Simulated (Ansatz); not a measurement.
**HfB: how the settings move a single-point run**

Question: which choices in the input matter for HfB?

Program: Ansatz 0.2.0. Level of theory: reference: DFT, PBE, PAW with Ansatz's default frozen-core files, scalar-relativistic. These are calculated values, not measurements.

**1. The starting structure**

It takes space group Fm-3m (No. 225, cubic). Conventional cell: a = 4.620 Å, b = 4.620 Å, c = 4.620 Å, α = 90.00°, β = 90.00°, γ = 90.00°. Around Hf (site symmetry m-3m) lie 6 B at 2.31 Å. Around B (site symmetry m-3m) lie 6 Hf at 2.31 Å.

Structure file:

```xyz
2
Lattice="0.0000 2.3100 2.3100 2.3100 0.0000 2.3100 2.3100 2.3100 0.0000" Properties=species:S:1:pos:R:3 pbc="T T T"
Hf    2.3100    2.3100    2.3100
B     0.0000    0.0000    0.0000
```

**2. Baseline**

input.yaml

```yaml
crystal:
  lattice:
    - [0.0, 2.31, 2.31]
    - [2.31, 0.0, 2.31]
    - [2.31, 2.31, 0.0]
  atoms:
    - { symbol: Hf, position: [0.5, 0.5, 0.5], spin: 1.2 }
    - { symbol: B, position: [0.0, 0.0, 0.0] }
magnetization:
  spin_polarized: true
  initial_magnetization: 1.2
  spin_locking: { lock_magnetization: hard }
kpoints:
  mp_grid: { grid: [11, 11, 11] }
scf:
  occupations: { method: fermi_dirac, width: 0.05 }
  lower_state_search: "off"
hamiltonian:
  xc: pbe
  pseudopotentials: { kind: paw }
output:
  forces: true
  stress: true
  eigenvalues: true
  write_density: true
  write_potential: true
  elf: true
  volumetric_format: npy
```

The run is started by

```console
> ansatz run input.yaml --threads 1 --pin off --max-ram 3072MiB --backend cpu --events-out ev --progress --plain --runs-dir out
```

**3. Variant: xc rpbe**

input.yaml: that of step 2 with these lines changed.

```diff
@@ -18,3 +18,3 @@
 hamiltonian:
-  xc: pbe
+  xc: rpbe
   pseudopotentials: { kind: paw }
@@ -24,5 +24 @@
   eigenvalues: true
-  write_density: true
-  write_potential: true
-  elf: true
-  volumetric_format: npy
```

**Question.** What will these runs give? Wanted: for each run, ending; energy change; pressure; abs. moment; force.

As calculated:

| run | ending | energy change | pressure (GPa) | abs. moment (μB) | force (eV/Å) | cycles | time |
| --- | --- | --- | --- | --- | --- | --- | --- |
| reference | converged | - | 35.1 | 1.20 | 0.00 | 9 | 5.9 s |
| 1: xc rpbe | converged | not comparable | 39.0 | 1.20 | 0.00 | 10 | 5 s |

Times don't compare one to one where runs were asked for different outputs or read a saved state (see the inputs); cycles may leave out searches for a lower state.

Residual by cycle in the longest SCF loop of each run; runs are numbered as in the table. The quantity is the density residual dr2, in eV.

| cycle | reference | run 1 |
| --- | --- | --- |
| 1 | 3 | 2.86 |
| 2 | 1.35 | 1.31 |
| 3 | 0.0379 | 0.0373 |
| 4 | 0.00319 | 0.00336 |
| 5 | 3.7e-4 | 4.0e-4 |
| 6 | 7.9e-6 | 8.6e-6 |
| 7 | 1.0e-6 | 1.2e-6 |
| 8 | 8.4e-8 | 7.6e-8 |
| 9 | 4.1e-9 | 4.2e-9 |
| 10 | - | 1.2e-10 |

After a change of functional the difference of the totals has no physical meaning; the pressure goes from 35.1 to 39.0 GPa. At this fixed cell a higher pressure means that this functional prefers a larger volume than the reference. The structure is not at rest: the sound run finds 35 GPa, so these are no properties of the relaxed crystal. 
